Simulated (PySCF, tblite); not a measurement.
# C8H5O radical: geometry, infrared bands and EPR parameters

Wanted: the infrared bands and EPR parameters of C8H5O radical (`C#Cc1cccc([O])c1`), by calculation.

The runs use tblite 0.8.0 and PySCF 2.14.0, with density-fitted response routines of our own; the level of theory stands in each step. All values are computed, except where a source is named. Atoms count from 0, in the outputs and in this text.

### 1 The starting structure

14 atoms, charge 0, multiplicity 2; geometry from: force field or distance geometry start.

Bonds of the start (Å): C0–C1 1.22, C1–C2 1.42, C2–C3 1.41, C3–C4 1.39, C4–C5 1.40, C5–C6 1.41, C6–O7 1.27, C6–C8 1.42, C8–C2 1.41, C0–H9 1.05, C3–H10 1.07, C4–H11 1.09, C5–H12 1.09, C8–H13 1.09.

### 2 Relaxing the molecule with GFN2-xTB

Job settings and geometry (Å):

```
{"job": {"kind": "relax", "xc": "GFN2-xTB", "basis": "xTB"}, "charge": 0, "multiplicity": 2}
C      3.303400    -0.650200     0.114400
C      2.115100    -0.397700     0.059600
C      0.727100    -0.117300     0.019100
C      0.282100     1.165000    -0.354500
C     -1.082200     1.416700    -0.384900
C     -2.002900     0.405100    -0.079300
C     -1.612900    -0.893400     0.291300
O     -2.452400    -1.802900     0.583800
C     -0.215300    -1.113900     0.328400
H      4.328400    -0.877000     0.163800
H      0.990300     1.937300    -0.591300
H     -1.450200     2.397100    -0.669300
H     -3.068000     0.633800    -0.109600
H      0.136900    -2.103100     0.606300
```

Run with:

```bash
OMP_NUM_THREADS=1 python probes_run.py task.json out
```

This one command runs all jobs of the session in turn.

**Question.** This job is followed by: GFN2-xTB harmonic vibrations, gas phase; UKS B3LYP, pcH-1 on C H O, non-relativistic, mean-field spin-orbit, GIAO. What will the session give for the following? strongest single infrared mode (GFN2-xTB); zero-point energy (GFN2-xTB); g(iso) (B3LYP); ⟨S²⟩; largest a(iso); potential on the surface of density 0.002 e/bohr³, 1st and 99th percentile.

The runs gave:

```
                                                                  quantity                  value
                                 strongest single infrared mode (GFN2-xTB)  1536 cm⁻¹, 144 km/mol
                                              zero-point energy (GFN2-xTB)          60.9 kcal/mol
                                                            g(iso) (B3LYP)                2.00602
                                                                      ⟨S²⟩     0.791 (exact 0.75)
                                                            largest a(iso)   13C on C6, -37.0 MHz
potential on the surface of density 0.002 e/bohr³, 1st and 99th percentile     -1.69 V and 1.59 V
```

What this shows: Relaxing lowered the energy by 0.149 eV in 28 steps; the close pair that moved most is C5–C6, from 1.406 to 1.454 Å. No mode is imaginary among the 36: a minimum at this level. The strongest single mode, at 1536 cm⁻¹, is carried by C6, O7, C5. GFN2-xTB is a fitted tight-binding method: band positions and strengths are rough. Its intensities can rank the bands wrongly. The largest spin populations lie on C3 (0.42 e), O7 (0.41 e), C5 (0.34 e), C8 (0.32 e). The isotropic g lies 3.7 ppt above the free-electron value. The conformer search found further structures of the same energy, which may be mirror or relabelled copies of this one.
